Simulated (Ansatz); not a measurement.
Run this with Ansatz 0.2.0, Python API and show what comes out.

`rb3clo_edit.py`:
```python
"""Editing single keys of the input for Rb3ClO."""

import ansatz as az
from pymatgen.core import Lattice, Structure
from pymatgen.io.ase import AseAtomsAdaptor

pmg_structure = Structure(
    Lattice([[5.533679, 0.0, 0.0], [0.0, 5.533679, 0.0], [0.0, 0.0, 5.533679]]),
    ["Rb", "Rb", "Rb", "Cl", "O"],
    [
        [0.0, 0.0, 0.5],
        [0.0, 0.5, 0.0],
        [0.5, 0.0, 0.0],
        [0.5, 0.5, 0.5],
        [0.0, 0.0, 0.0],
    ],
)
system = az.Crystal.from_ase(AseAtomsAdaptor.get_atoms(pmg_structure))

model = (
    system.calculation()
    .functional(az.Functional.R2SCAN)
    .pseudopotentials("nc")
    .kpoints(density=2.5)
    .occupations("Fixed")
    .band_table()
)
typed = model.input()
rows = []
for value in [2, 5, 10]:
    edited = typed.set(az.key.scf.mixing.ndim, value)
    r = az.Session.from_dict(edited).plan().execute().report
    rows.append((value, r["free_energy_ev"], r["n_iterations"], len(r["eigenvalues_ev"][0]) if "eigenvalues_ev" in r else 0))
print("       history            F eV      iterations    bands listed")
for row in rows:
    print(f"{str(row[0]):>14s}  {row[1]:14.5f}  {row[2]:14d}  {row[3]:14d}")
```

Running `python rb3clo_edit.py` prints:
```text
DeckWarning: basis.ecutwfc = 1290 eV, auto-derived from the records' recommended cutoffs: set by O (normal level)
       history            F eV      iterations    bands listed
             2     -3528.84870              14              24
             5     -3528.84870              10              24
            10     -3528.84870               9              24
```
(Warnings from the package without file and line, repeats left out.)

The settings weren't tested for convergence. Such functionals run on norm-conserving files made under PBE, which can move pressures by some GPa. The structure comes from a database of computed cells and needn't be a stable or known phase. Timing: 41 s on 1 thread of Arm Neoverse V1, with other jobs on the host, peak memory 0.88 GiB.

(Lines on the test bed's own set-up are left out of the output.)
